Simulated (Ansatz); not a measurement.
# ZrTaC2: the cost of one run

Computed with Ansatz 0.2.0 through its Python package. Level of theory: DFT r2SCAN, plane waves, PAW.

### 1 Starting point

Symmetry: R-3m, No. 166, trigonal system. Conventional cell: a = 3.233 Å, b = 3.233 Å, c = 15.919 Å, α = 90.00°, β = 90.00°, γ = 120.00°. Zr (site symmetry -3m) has 6 C at 2.33 Å as nearest neighbours. Ta (site symmetry -3m) has 6 C at 2.25 Å as nearest neighbours. Around C (site symmetry 3m) lie 3 Ta at 2.25 Å and 3 Zr at 2.33 Å.

zrtac2.extxyz, read by the script:

```xyz
4
Lattice="1.61627588 0.93315732 5.3064719 -1.61627588 0.93315732 5.3064719 0.0 -1.86631463 5.3064719" Properties=species:S:1:pos:R:3 pbc="T T T"
Zr    0.00000000    0.00000000    0.00000000
Ta    0.00000000    0.00000000    7.95970785
C    -0.00000000   -0.00000000   12.01475284
C     0.00000000    0.00000000    3.90466286
```

### 2 The code

The input, smear_zrtac2.py:

```python
import warnings

import ansatz
import matplotlib.pyplot as plt


def main() -> None:
    warnings.simplefilter('ignore', ansatz.DeckWarning)

    zrtac2 = ansatz.Crystal.from_extxyz('zrtac2.extxyz')

    base = (
        zrtac2.calculation()
        .basis(650)
        .pseudopotentials('paw')
        .functional('r2scan')
        .kpoints(9, 9, 9)
    )

    rows = []
    for value in [0.3, 0.2, 0.1, 0.05]:
        report = base.occupations('gaussian', width=value).run(threads=1).report
        rows.append((value, report['free_energy_ev'] / len(report['lattice']['sites']), report['n_iterations'], report['n_kpoints']))

    print('  width (eV)   F/atom (eV)    iterations      k-points')
    for row in rows:
        print(f'{str(row[0]):>12s}  {row[1]:12.5f}  {row[2]:12d}  {row[3]:12d}')

    for row in rows[:-1]:
        shift = 1000 * (row[1] - rows[-1][1])
        print(f'{row[0]}: {shift:+.2f} meV/atom' + ('  (within 2 meV)' if abs(shift) < 2 else ''))
    plt.figure(figsize=(4.5, 3))
    plt.plot([str(row[0]) for row in rows], [1000 * (row[1] - rows[-1][1]) for row in rows], 'o-')
    plt.xlabel('width (eV)')
    plt.ylabel('F - F(last) (meV/atom)')
    plt.tight_layout()
    plt.savefig('smear.png', dpi=100)


if __name__ == '__main__':
    main()
```

### 3 The calls as engine input

The package turns the script's settings into the engine's input (first run):

```yaml
crystal:
  lattice:
    - [1.61627588, 0.93315732, 5.3064719]
    - [-1.61627588, 0.93315732, 5.3064719]
    - [0.0, -1.86631463, 5.3064719]
  atoms:
    - { symbol: Zr, position: [0.0, 0.0, 0.0] }
    - { symbol: Ta, position: [0.49999999910697446, 0.49999999910697446, 0.5000000017860511] }
    - { symbol: C, position: [0.7547232288519884, 0.7547232288519884, 0.7547232328959111] }
    - { symbol: C, position: [0.2452767693619605, 0.2452767693619605, 0.24527677067619102] }
basis:
  ecutwfc: 650.0
kpoints:
  mp_grid:
    grid: [9, 9, 9]
hamiltonian:
  xc: r2scan
  pseudopotentials:
    kind: paw
scf:
  occupations:
    method: gaussian
    width: 0.3
```

### 4 Running it

The run is started by

```sh
$ python smear_zrtac2.py
```

**Question.** How long does this script take on 1 thread of Arm Neoverse V1, shared host, and how much memory does it need?

About 55 s, with a peak of 0.64 GiB.
